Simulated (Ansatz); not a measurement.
# CH₄BGaO₂: up Jacob's ladder to CCSD(T)

An exercise on one series of results from a longer session: the logs are not shown, and one member is left open.

The runs use Ansatz 0.2.0, Gaussian basis; functionals in def2-TZVPP, the program's frozen cores in correlated methods.

The runs, in order: LDA (SPW92), PBE-D4, revPBE-D4, BLYP-D4, r2SCAN-D4, B97M-V, PBE0-D4, B3LYP-D4, r2SCANh-D4, r2SCAN0-D4, HSE06-D4, BHLYP-D4, CAM-B3LYP-D4, LC-ωPBE, ωB97X-V, ωB97M-V, B2PLYP, PBE-QIDH; CCSD(T)/def2-SVP; CCSD(T)/def2-TZVPP; MP2/def2-QZVPP; extrapolation to the limit; RPA on PBE.

## Structure used throughout

The geometry comes from an earlier relaxation with PBE0-D4 in a triple-zeta def2 set; it is a stationary point, not always the lowest conformer.

9 atoms, charge 0, spin multiplicity 1.

Atoms are counted from 1 here; the program's logs count them from 0.

Bond lengths: O1–Ga2 1.783 Å, O1–H6 0.960 Å, Ga2–B3 2.109 Å, Ga2–C5 2.048 Å, B3–O4 1.344 Å, B3–H7 1.194 Å, O4–C5 1.464 Å, C5–H8 1.092 Å, C5–H9 1.092 Å. Angles: Ga2–O1–H6 114.5°, O1–Ga2–B3 155.6°, O1–Ga2–C5 135.3°, B3–Ga2–C5 69.1°, Ga2–B3–O4 88.8°, Ga2–B3–H7 149.7°, O4–B3–H7 121.5°, B3–O4–C5 114.1°, Ga2–C5–O4 88.1°, Ga2–C5–H8 120.2°, Ga2–C5–H9 120.2°, O4–C5–H8 108.2°, O4–C5–H9 108.2°, H8–C5–H9 108.6°.

Geometry (Å):

```xyz
9

O    -0.1409    2.6684   -0.1800
Ga    0.2060    0.9205   -0.2226
B     1.2995   -0.8082   -0.7350
O     0.3833   -1.5461   -0.0848
C    -0.6983   -0.7625    0.5152
H    -0.9391    2.9050    0.2981
H     2.2378   -1.3122   -1.2736
H    -0.7042   -0.9569    1.5898
H    -1.6441   -1.1081    0.0928
```

Set-up of the first run:

in.yaml

```yaml
crystal:
  periodic: [false, false, false]
  atoms:
    - {symbol: O, position_ang: [-0.140911, 2.668432, -0.179986]}
    - {symbol: Ga, position_ang: [0.206017, 0.920508, -0.222590]}
    - {symbol: B, position_ang: [1.299484, -0.808199, -0.734995]}
    - {symbol: O, position_ang: [0.383296, -1.546062, -0.084760]}
    - {symbol: C, position_ang: [-0.698283, -0.762491, 0.515234]}
    - {symbol: H, position_ang: [-0.939131, 2.905011, 0.298084]}
    - {symbol: H, position_ang: [2.237834, -1.312245, -1.273561]}
    - {symbol: H, position_ang: [-0.704196, -0.956879, 1.589784]}
    - {symbol: H, position_ang: [-1.644111, -1.108076, 0.092791]}
basis:
  gaussian: {orbitals: def2-TZVPP}
hamiltonian: {xc: lda}
output: {orbitals: {seedname: orbitals}}
```

Among the steps run: LDA; PBE-D4 (GGA); revPBE-D4 (GGA); BLYP-D4 (GGA); r2SCAN-D4 (meta-GGA); B97M-V (meta-GGA); PBE0-D4 (hybrid); B3LYP-D4 (hybrid); r2SCANh-D4 (hybrid); r2SCAN0-D4 (hybrid); HSE06-D4 (hybrid); BHLYP-D4 (hybrid); CAM-B3LYP-D4 (range-separated); LC-ωPBE (range-separated); ωB97X-V (range-separated); ωB97M-V (range-separated); B2PLYP (double hybrid); PBE-QIDH (double hybrid).

One table of the session follows, with a row left open; its other results are not shown here.

It belongs to the step «Frontier levels by functional». 

```
  functional  HOMO (eV)  LUMO (eV)  gap (eV)
 LDA (SPW92)      -5.89      -2.92      2.98
      PBE-D4      -5.74      -2.65      3.09
   revPBE-D4      -5.67      -2.54      3.13
     BLYP-D4      -5.63      -2.54      3.09
   r2SCAN-D4      -5.97      -2.48      3.50
      B97M-V          ?          ?         ?
     PBE0-D4      -6.88      -1.80      5.07
    B3LYP-D4      -6.71      -2.04      4.67
  r2SCANh-D4      -6.40      -2.17      4.23
  r2SCAN0-D4      -7.03      -1.72      5.31
    HSE06-D4      -6.47      -2.18      4.30
    BHLYP-D4      -7.93      -0.96      6.98
CAM-B3LYP-D4      -8.22      -0.79      7.43
     LC-ωPBE      -9.51       0.37      9.88
     ωB97X-V      -9.17       0.24      9.42
     ωB97M-V      -9.02       0.05      9.07
```

Q: Estimate the row for B97M-V from the others.

As computed: HOMO (eV): -6.01; LUMO (eV): -2.53; gap (eV): 3.48. In the column «HOMO (eV)» it lies between r2SCANh-D4 (-6.40) and r2SCAN-D4 (-5.97).
